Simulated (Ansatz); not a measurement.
# LaP: a single-point run

Wanted: a converged single-point run for LaP, and a check of what comes out. The structure is shown as the input types it.

Program: Ansatz 0.2.0. Level of theory: DFT, r2SCAN, PAW with Ansatz's default frozen-core files, scalar-relativistic; levels and slopes about the band extrema at the converged density (as first typed). These are calculated values, not measurements.

## 1. The system as given

It takes space group Fm-3m (No. 225, cubic). Conventional cell: a = 6.071 Å, b = 6.071 Å, c = 6.071 Å, α = 90.00°, β = 90.00°, γ = 90.00°. La (site symmetry m-3m) is surrounded by 6 P at 3.04 Å. P (site symmetry m-3m) has 6 La at 3.04 Å as nearest neighbours.

Structure file:

```xyz
2
Lattice="0.0000 3.0354 3.0354 3.0354 0.0000 3.0354 3.0354 3.0354 0.0000" Properties=species:S:1:pos:R:3 pbc="T T T"
La    0.0000    0.0000    0.0000
P     3.0354    3.0354    3.0354
```

## 2. The calculation

Contents of input.yaml:

```yaml
crystal:
  lattice:
    - [0.0, 3.03541951408, 3.03541951408]
    - [3.03541951408, 0.0, 3.03541951408]
    - [3.03541951408, 3.03541951408, 0.0]
  atoms:
    - { symbol: La, position: [0.0, 0.0, 0.0] }
    - { symbol: P, position: [0.5, 0.5, 0.5] }
kpoints:
  mp_grid: { grid: [10, 10, 10] }
scf:
  occupations: { method: fermi_dirac, width: 0.1 }
hamiltonian:
  xc: r2scan
  pseudopotentials: { kind: paw }
output:
  eigenstates:
    kpoints:
      - [0.0, -0.5, -0.5]
      - [0.0, -0.49758449, -0.49758449]
      - [0.0, -0.49516898, -0.49516898]
      - [0.0, -0.49033796, -0.49033796]
      - [0.00241551, -0.5, -0.49758449]
      - [0.00483102, -0.5, -0.49516898]
      - [0.00966204, -0.5, -0.49033796]
      - [0.00241551, -0.49758449, -0.5]
      - [0.00483102, -0.49516898, -0.5]
      - [0.00966204, -0.49033796, -0.5]
      - [0.001708024, -0.498291976, -0.496583953]
      - [0.003416047, -0.496583953, -0.493167906]
      - [0.006832094, -0.493167906, -0.486335811]
      - [0.003416047, -0.498291976, -0.498291976]
      - [0.006832094, -0.496583953, -0.496583953]
      - [0.013664189, -0.493167906, -0.493167906]
      - [0.002789191, -0.497210809, -0.497210809]
      - [0.005578382, -0.494421618, -0.494421618]
      - [0.011156763, -0.488843237, -0.488843237]
      - [-0.000986128, -0.500986128, -0.498027744]
      - [-0.001972256, -0.501972256, -0.496055489]
      - [-0.003944511, -0.503944511, -0.492110977]
      - [0.0, 0.0, 0.0]
      - [0.0, 0.00241551, 0.00241551]
      - [0.0, 0.00483102, 0.00483102]
      - [0.0, 0.00966204, 0.00966204]
      - [0.00241551, 0.0, 0.00241551]
      - [0.00483102, 0.0, 0.00483102]
      - [0.00966204, 0.0, 0.00966204]
      - [0.00241551, 0.00241551, 0.0]
      - [0.00483102, 0.00483102, 0.0]
      - [0.00966204, 0.00966204, 0.0]
      - [0.001708024, 0.001708024, 0.003416047]
      - [0.003416047, 0.003416047, 0.006832094]
      - [0.006832094, 0.006832094, 0.013664189]
      - [0.002789191, 0.002789191, 0.002789191]
      - [0.005578382, 0.005578382, 0.005578382]
      - [0.011156763, 0.011156763, 0.011156763]
      - [-0.000986128, -0.000986128, 0.001972256]
      - [-0.001972256, -0.001972256, 0.003944511]
      - [-0.003944511, -0.003944511, 0.007889023]
      - [0.0, -0.5, -0.5]
      - [0.0, -0.49758449, -0.49758449]
      - [0.0, -0.49516898, -0.49516898]
      - [0.0, -0.49033796, -0.49033796]
      - [0.00241551, -0.5, -0.49758449]
      - [0.00483102, -0.5, -0.49516898]
      - [0.00966204, -0.5, -0.49033796]
      - [0.00241551, -0.49758449, -0.5]
      - [0.00483102, -0.49516898, -0.5]
      - [0.00966204, -0.49033796, -0.5]
      - [0.001708024, -0.498291976, -0.496583953]
      - [0.003416047, -0.496583953, -0.493167906]
      - [0.006832094, -0.493167906, -0.486335811]
      - [0.003416047, -0.498291976, -0.498291976]
      - [0.006832094, -0.496583953, -0.496583953]
      - [0.013664189, -0.493167906, -0.493167906]
      - [0.002789191, -0.497210809, -0.497210809]
      - [0.005578382, -0.494421618, -0.494421618]
      - [0.011156763, -0.488843237, -0.488843237]
      - [-0.000986128, -0.500986128, -0.498027744]
      - [-0.001972256, -0.501972256, -0.496055489]
      - [-0.003944511, -0.503944511, -0.492110977]
    de_dk: true
    e_range: [-3, 3.108689698624]
checkpoint:
  read: ck
  post_process_only: true
```

The run is started by

```sh
$ ansatz run input.yaml --threads 1 --pin off --max-ram 3072MiB --backend cpu --events-out ev --progress --plain --runs-dir out
```

**Question.** How will this run end, and is anything wrong with its input?

The run ended at the input check. Its message: «output.eigenstates.de_dk: true with hamiltonian.pseudopotentials.kind: paw|paw_fr|all_electron with checkpoint.post_process_only: true with hamiltonian.xc: <meta-GGA that reads τ> without hamiltonian.pseudopotentials.datasets: cry ...»

The suspect setting: checkpoint.post_process_only is true. The program refuses this combination of settings.

Fix: delete checkpoint.post_process_only (the default then holds).
